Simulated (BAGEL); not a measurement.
# UHF/3-21G (density fitting with qzvpp-jkfit) run of C2H6BN− (SMILES [BH2-]/C=N/C)

What is the vertical doublet–quartet gap of C2H6BN− at UHF/3-21G (density fitting with qzvpp-jkfit)? 

The calculation is run with BAGEL 1.2.2.

2 further runs of the same task are left out: 2 set aside as unsound or not needed.

### Step 1. Starting point

C2H6BN−: 10 atoms, total charge -1, spin state doublet. As SMILES, `[BH2-]/C=N/C`. The shape is that of a GFN2-xTB optimisation.

Bond lengths: B1–C2 1.490 Å, C2–N3 1.333 Å, N3–C4 1.420 Å, B1–H5 1.205 Å, B1–H6 1.194 Å, C2–H7 1.124 Å, C4–H8 1.107 Å, C4–H9 1.107 Å, C4–H10 1.116 Å. Some angles: B1–C2–N3 127.0°, C2–N3–C4 117.8°, B1–C2–H7 117.8°, N3–C2–H7 115.3°, C2–B1–H5 119.4°, C2–B1–H6 123.5°, N3–C4–H8 110.8°, N3–C4–H9 110.9°, N3–C4–H10 114.6°, H5–B1–H6 117.1°.

### Step 2. A single-point energy at UHF/3-21G (density fitting with qzvpp-jkfit)

Input file job.json:

```json
{ "bagel": [

{
  "title": "molecule",
  "basis": "3-21g",
  "df_basis": "qzvpp-jkfit",
  "angstrom": true,
  "geometry": [
    { "atom": "B", "xyz": [   -1.110940,    1.441700,   -1.010710 ] },
    { "atom": "C", "xyz": [   -0.133440,    0.497140,   -0.400790 ] },
    { "atom": "N", "xyz": [   -0.393290,   -0.464890,    0.484350 ] },
    { "atom": "C", "xyz": [    0.693430,   -1.257720,    0.939720 ] },
    { "atom": "H", "xyz": [   -0.724540,    2.264310,   -1.802040 ] },
    { "atom": "H", "xyz": [   -2.278480,    1.434020,   -0.759770 ] },
    { "atom": "H", "xyz": [    0.944310,    0.589060,   -0.706910 ] },
    { "atom": "H", "xyz": [    0.516500,   -2.329220,    0.724970 ] },
    { "atom": "H", "xyz": [    0.804860,   -1.180600,    2.038650 ] },
    { "atom": "H", "xyz": [    1.681590,   -0.993810,    0.492530 ] }
  ]
},
{
  "title": "uhf",
  "charge": -1,
  "nopen": 1
},
{
  "title": "print",
  "file": "orbitals.molden",
  "orbitals": true
}

]}
```

On the command line:

```console
$ BAGEL_NUM_THREADS=1 BAGEL job.json > job.out
```

Standard output:

```text
* using 1 threads per process

  ===============================================================
  ===============================================================

  *** Geometry ***

  { "atom" : "B", "xyz" : [     -2.099372,      2.724418,     -1.909965 ] },
  { "atom" : "C", "xyz" : [     -0.252165,      0.939458,     -0.757383 ] },
  { "atom" : "N", "xyz" : [     -0.743210,     -0.878515,      0.915289 ] },
  { "atom" : "C", "xyz" : [      1.310393,     -2.376746,      1.775813 ] },
  { "atom" : "H", "xyz" : [     -1.369182,      4.278926,     -3.405362 ] },
  { "atom" : "H", "xyz" : [     -4.305703,      2.709905,     -1.435757 ] },
  { "atom" : "H", "xyz" : [      1.784487,      1.113162,     -1.335866 ] },
  { "atom" : "H", "xyz" : [      0.976044,     -4.401588,      1.369995 ] },
  { "atom" : "H", "xyz" : [      1.520965,     -2.231011,      3.852490 ] },
  { "atom" : "H", "xyz" : [      3.177745,     -1.878029,      0.930747 ] },

  Number of auxiliary basis functions:      410

  Since a DF basis is specified, we compute 2- and 3-index integrals:
    o Being stored without compression. Storage requirement is 0.008 GB

  Number of basis functions:       48
  Number of electrons      :       30

    * METHOD: MOLECULE                             0.11

  *** Open-shell HF ***

  === Nuclear Repulsion ===
   102.1864581488

      * DIIS with orbital gradients will be used.

  === UHF iteration (3-21g) ===
      0       -157.26114674          0.04601009           0.04
      1       -157.36118700          0.02230904           0.04
      2       -157.38257439          0.01439070           0.04
      3       -157.39394455          0.00186453           0.04
      4       -157.39585591          0.00119154           0.04
      5       -157.39714507          0.00095901           0.04
      6       -157.39882449          0.00038331           0.04
      7       -157.39901410          0.00012481           0.04
      8       -157.39901977          0.00006231           0.04
      9       -157.39902235          0.00003261           0.04
     10       -157.39902359          0.00001712           0.04
     11       -157.39902401          0.00001068           0.04
     12       -157.39902407          0.00000483           0.04
     13       -157.39902410          0.00000356           0.04
     14       -157.39902411          0.00000244           0.04
     15       -157.39902412          0.00000110           0.04
     16       -157.39902412          0.00000033           0.04
     17       -157.39902412          0.00000016           0.04
     18       -157.39902412          0.00000009           0.04
     19       -157.39902412          0.00000003           0.04
     20       -157.39902412          0.00000002           0.04
     21       -157.39902412          0.00000001           0.04
     22       -157.39902412          0.00000001           0.04
    * SCF iteration converged.

    * S^2 (UHF) is 0.8713

    * Permanent dipole moment:
           (   -1.684551,     1.658910,    -1.077841) a.u.

    * METHOD: UHF                                  0.99

    * METHOD: PRINT                                0.00

  ===============================================================
```

Wall time 1.3 s (1 thread of Arm Neoverse V2, shared host); peak memory 0.082 GiB.

### Step 3. The quartet

Input file hf.json:

```json
{ "bagel" : [

{
  "title" : "molecule",
  "basis" : "3-21g",
  "df_basis" : "qzvpp-jkfit",
  "angstrom" : true,
  "geometry" : [
    { "atom" : "B", "xyz" : [   -1.110940,    1.441700,   -1.010710 ] },
    { "atom" : "C", "xyz" : [   -0.133440,    0.497140,   -0.400790 ] },
    { "atom" : "N", "xyz" : [   -0.393290,   -0.464890,    0.484350 ] },
    { "atom" : "C", "xyz" : [    0.693430,   -1.257720,    0.939720 ] },
    { "atom" : "H", "xyz" : [   -0.724540,    2.264310,   -1.802040 ] },
    { "atom" : "H", "xyz" : [   -2.278480,    1.434020,   -0.759770 ] },
    { "atom" : "H", "xyz" : [    0.944310,    0.589060,   -0.706910 ] },
    { "atom" : "H", "xyz" : [    0.516500,   -2.329220,    0.724970 ] },
    { "atom" : "H", "xyz" : [    0.804860,   -1.180600,    2.038650 ] },
    { "atom" : "H", "xyz" : [    1.681590,   -0.993810,    0.492530 ] }
  ]
},
{ "title" : "uhf", "charge" : -1, "nopen" : 3 },
{ "title" : "print", "file" : "orbitals.molden", "orbitals" : true }

]}
```

On the command line:

```console
$ BAGEL_NUM_THREADS=1 BAGEL hf.json > hf.out
```

Standard output:

```text
* using 1 threads per process

  ===============================================================
  ===============================================================

  *** Geometry ***

  { "atom" : "B", "xyz" : [     -2.099372,      2.724418,     -1.909965 ] },
  { "atom" : "C", "xyz" : [     -0.252165,      0.939458,     -0.757383 ] },
  { "atom" : "N", "xyz" : [     -0.743210,     -0.878515,      0.915289 ] },
  { "atom" : "C", "xyz" : [      1.310393,     -2.376746,      1.775813 ] },
  { "atom" : "H", "xyz" : [     -1.369182,      4.278926,     -3.405362 ] },
  { "atom" : "H", "xyz" : [     -4.305703,      2.709905,     -1.435757 ] },
  { "atom" : "H", "xyz" : [      1.784487,      1.113162,     -1.335866 ] },
  { "atom" : "H", "xyz" : [      0.976044,     -4.401588,      1.369995 ] },
  { "atom" : "H", "xyz" : [      1.520965,     -2.231011,      3.852490 ] },
  { "atom" : "H", "xyz" : [      3.177745,     -1.878029,      0.930747 ] },

  Number of auxiliary basis functions:      410

  Since a DF basis is specified, we compute 2- and 3-index integrals:
    o Being stored without compression. Storage requirement is 0.008 GB

  Number of basis functions:       48
  Number of electrons      :       30

    * METHOD: MOLECULE                             0.11

  *** Open-shell HF ***

  === Nuclear Repulsion ===
   102.1864581488

      * DIIS with orbital gradients will be used.

  === UHF iteration (3-21g) ===
      0       -157.04054502          0.04123020           0.04
      1       -157.15912045          0.01385117           0.04
      2       -157.18287057          0.00728069           0.04
      3       -157.19051929          0.00410087           0.04
      4       -157.19762823          0.00238563           0.04
      5       -157.19974631          0.00107504           0.04
      6       -157.20041285          0.00033429           0.04
      7       -157.20049197          0.00014486           0.04
      8       -157.20051222          0.00006973           0.04
      9       -157.20051723          0.00002351           0.04
     10       -157.20051768          0.00000879           0.04
     11       -157.20051772          0.00000488           0.04
     12       -157.20051773          0.00000425           0.04
     13       -157.20051774          0.00000415           0.04
     14       -157.20051775          0.00000414           0.04
     15       -157.20051775          0.00000414           0.04
     16       -157.20051774          0.00000412           0.04
     17       -157.20051770          0.00000399           0.04
     18       -157.20051747          0.00000324           0.04
     19       -157.20051724          0.00000224           0.04
     20       -157.20051714          0.00000134           0.04
     21       -157.20051711          0.00000057           0.04
     22       -157.20051711          0.00000030           0.04
     23       -157.20051711          0.00000014           0.04
     24       -157.20051711          0.00000010           0.04
     25       -157.20051711          0.00000005           0.04
     26       -157.20051711          0.00000004           0.04
     27       -157.20051711          0.00000004           0.04
     28       -157.20051711          0.00000004           0.04
     29       -157.20051711          0.00000004           0.04
     30       -157.20051711          0.00000004           0.04
     31       -157.20051711          0.00000004           0.04
     32       -157.20051711          0.00000003           0.04
     33       -157.20051711          0.00000003           0.04
     34       -157.20051711          0.00000002           0.04
     35       -157.20051711          0.00000001           0.04
    * SCF iteration converged.

    * S^2 (UHF) is 3.7742

    * Permanent dipole moment:
           (   -2.170757,     2.775376,    -1.944009) a.u.

    * METHOD: UHF                                  1.52

    * METHOD: PRINT                                0.00

  ===============================================================
```

Run time: 1.8 s. Hardware: 1 thread of Arm Neoverse V2, shared host; peak memory 0.082 GiB.

### Step 4. Summary of results

Level: UHF/3-21G (density fitting with qzvpp-jkfit).

| quantity | value |
| --- | --- |
| doublet: total energy | -157.39902 Eh |
| doublet: ⟨S²⟩ | 0.871 |
| quartet: total energy | -157.20052 Eh |
| quartet: ⟨S²⟩ | 3.774 |
| vertical energy of the quartet above the doublet | 5.402 eV |

What this shows: At this shape the quartet lies 5.40 eV (521 kJ/mol) above the doublet. For an anion a state so high probably lies above electron detachment. ⟨S²⟩ (doublet) is 0.87 where a pure doublet has 0.75: the reference is spin-contaminated.
